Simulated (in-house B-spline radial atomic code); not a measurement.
# Re⁶⁺: ionisation energy by several methods

One table from this session's results is given with a row withheld; the runs are named, their logs left out.

Program: in-house B-spline radial atomic code version 1. Level of theory: non-relativistic, several functionals, spin-polarised, exact exchange averaged over the configuration; spherical all-electron atom at the radial basis limit. These are calculated values, not measurements, unless marked.

## What is computed

| Quantity | Value |
| --- | --- |
| element | rhenium (Z = 75) |
| charge | +6 |
| electrons | 69 |
| configuration | [Xe] 4f14 5d1 |
| nucleus | point |

The outer shells:

[Xe] 4f14 5d1
```
[Xe] core
4f [↑↓][↑↓][↑↓][↑↓][↑↓][↑↓][↑↓]
5d [↑ ][  ][  ][  ][  ]
```

Where spins are not typed, each open shell is filled with up spins first.

Set-up of the first run:

Input settings:

```ini
Z = 75
electrons = 69.0
configuration = [Xe] 4f14 5d1
hamiltonian = nr
method = bhandhlyp
spin_polarised = True
exact_exchange = averaged over the configuration
```

On the command line:

```sh
$ python run_scf.py task.json out
```

task.json lists these runs, among others, and the program works through them in turn.

Among the steps run: BHandHLYP, a global hybrid; M06-2X, a global hybrid; ωB97X, a range-separated hybrid; HSE06, a range-separated hybrid; LC-ωPBE, a range-separated hybrid.

One of the session's tables, all rows but one given; the rest of the session is left out.

```
   method  ΔSCF (eV)
BHandHLYP     83.434
   M06-2X          ?
    ωB97X     83.027
    HSE06     83.405
  LC-ωPBE     83.473
```

Q: Estimate the row for M06-2X from the others.

**Answer.** ΔSCF (eV): 83.879. In the column «ΔSCF (eV)» it is the highest.

Limits of these values: These runs leave out relativity, which matters at this nuclear charge.
